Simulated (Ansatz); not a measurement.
# ClFGeH₂O₂: up Jacob's ladder to CCSD(T)

Aim: compute ClFGeH₂O₂ with functionals from several rungs and with coupled cluster. The yardstick is the atomisation energy at the CCSD(T) limit.

Computed with Ansatz 0.2.0, Gaussian basis. Level: functionals in def2-TZVPP, the program's frozen cores in correlated methods.

Levels to be run: PBE-D4, r2SCAN-D4, PBE0-D4, B3LYP-D4, ωB97X-V, ωB97M-V, B2PLYP; CCSD(T)/def2-TZVPP; MP2/def2-QZVPP; extrapolation to the limit.

**1. Structure used throughout**

An earlier PBE0-D4 in a triple-zeta def2 set relaxation fixed the geometry.

SMILES `[OH][Ge]([OH])([F])[Cl]`, 7 atoms, charge 0, spin multiplicity 1.

Atoms are counted from 1 here; the program's logs count them from 0.

Bond lengths: O1–Ge2 1.738 Å, O1–H6 0.962 Å, Ge2–O3 1.747 Å, Ge2–F4 1.721 Å, Ge2–Cl5 2.108 Å, O3–H7 0.961 Å. Angles: Ge2–O1–H6 112.0°, O1–Ge2–O3 108.7°, O1–Ge2–F4 111.1°, O1–Ge2–Cl5 108.9°, O3–Ge2–F4 107.5°, O3–Ge2–Cl5 114.4°, F4–Ge2–Cl5 106.2°, Ge2–O3–H7 113.3°.

**2. PBE-D4 (GGA)**

in.yaml reads:

```yaml
crystal:
  periodic: [false, false, false]
  atoms:
    - {symbol: O, position_ang: [-1.698295, 0.060145, 0.038974]}
    - {symbol: Ge, position_ang: [0.017455, 0.337401, 0.020558]}
    - {symbol: O, position_ang: [0.833188, -1.186746, 0.270572]}
    - {symbol: F, position_ang: [0.529863, 0.955944, -1.502045]}
    - {symbol: Cl, position_ang: [0.483795, 1.818769, 1.446057]}
    - {symbol: H, position_ang: [-1.925298, -0.816073, -0.287105]}
    - {symbol: H, position_ang: [1.759292, -1.169451, 0.012988]}
basis:
  gaussian: {orbitals: def2-TZVPP}
hamiltonian: {xc: pbe, dispersion: d4}
output: {forces: true, orbitals: {seedname: orbitals}}
```

The run is started by

```
$ ansatz run in.yaml --threads 2 --pin off --events-out ev --progress --plain --max-ram 22528MiB --backend cpu
```

After this run come: r2SCAN-D4 (meta-GGA); PBE0-D4 (hybrid); B3LYP-D4 (hybrid); ωB97X-V (range-separated); ωB97M-V (range-separated); B2PLYP (double hybrid); CCSD(T) in def2-TZVPP; MP2 in def2-QZVPP.

Q: Predict the results of all the runs planned. Wanted: atomisation energy, CCSD(T)/CBS; farthest; mean size of error, hybrid; mean size of error, range-separated; gap, smallest and largest; T1 diagnostic; triples share of the correlation energy.

**Answer**, as computed:

| quantity | value |
| --- | --- |
| atomisation energy, CCSD(T)/CBS | 607.3 kcal/mol |
| functionals within 6.1 kcal/mol (1.0 %) | r2SCAN-D4, ωB97X-V |
| farthest | B3LYP-D4 (-16.3 kcal/mol) |
| mean size of error, hybrid | 15.3 kcal/mol |
| mean size of error, range-separated | 4.8 kcal/mol |
| gap, smallest and largest | 6.08 eV (PBE-D4), 13.43 eV (ωB97X-V) |
| T1 diagnostic | 0.0115 |
| triples share of the correlation energy | 3.5 % |

PBE-D4 is off by +6.7 kcal/mol. Double hybrids carry the basis error of their MP2 part in triple zeta, and no dispersion term here, so their miss is partly the set-up's. The reference freezes the cores and leaves out relativity and excitations past (T), and its outer-core shells are covered unevenly, so misses under about 6.1 kcal/mol can't be ranked. Hartree-Fock recovers 66 % of the binding; the rest is correlation. Orbital gaps span 6.1 to 13.4 eV; exact exchange widens them. Correlated methods include outer-core shells of Ge, which these sets cover unevenly.
